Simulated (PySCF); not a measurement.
# H8OSi3: the cost of one run

The runs use PySCF 2.14.0, with density-fitted response routines of our own; the level of theory stands in each step. All values are computed, except where a source is named. Atoms count from 0, in the outputs and in this text.

**1. The starting structure**

12 atoms, charge 0, multiplicity 1; geometry from: GFN2-xTB. The atoms were then displaced at random by about 0.01 Å, so the start is not that level's minimum.

Bonds of the start (Å): Si0–O1 1.63, O1–Si2 1.64, Si2–Si3 2.26, Si0–H4 1.48, Si0–H5 1.42, Si0–H6 1.48, Si2–H7 1.47, Si2–H8 1.49, Si3–H9 1.50, Si3–H10 1.45, Si3–H11 1.48.

**2. Relaxing the molecule at PBE0-D3(BJ)/def2-SVP**

Job settings and geometry (Å):

```
{"job": {"xc": "PBE0", "basis": "def2-SVP", "d3": "d3bj", "grid": 1, "shake": 0.01, "kind": "geom"}, "charge": 0, "multiplicity": 1}
Si     2.406840     0.374040     0.118610
O      0.856100    -0.136000     0.104850
Si    -0.520340    -1.021680     0.106250
Si    -2.198480     0.458190    -0.236340
H      2.663450     0.825470    -1.263490
H      3.259760    -0.689940     0.524050
H      2.414740     1.501570     1.071600
H     -0.299040    -2.036850    -0.929090
H     -0.499060    -1.711990     1.427240
H     -3.518900    -0.258530    -0.217030
H     -2.181870     1.160620    -1.509860
H     -2.343510     1.506820     0.794210
```

On the command line:

```sh
$ OMP_NUM_THREADS=1 python probes_run.py task.json out
```

This one command runs all jobs of the session in turn.

**Question.** How long does this first job take on 1 thread of Arm Neoverse V1, shared host, and how much memory does it need?

About 55 s, with a peak of 0.45 GiB.
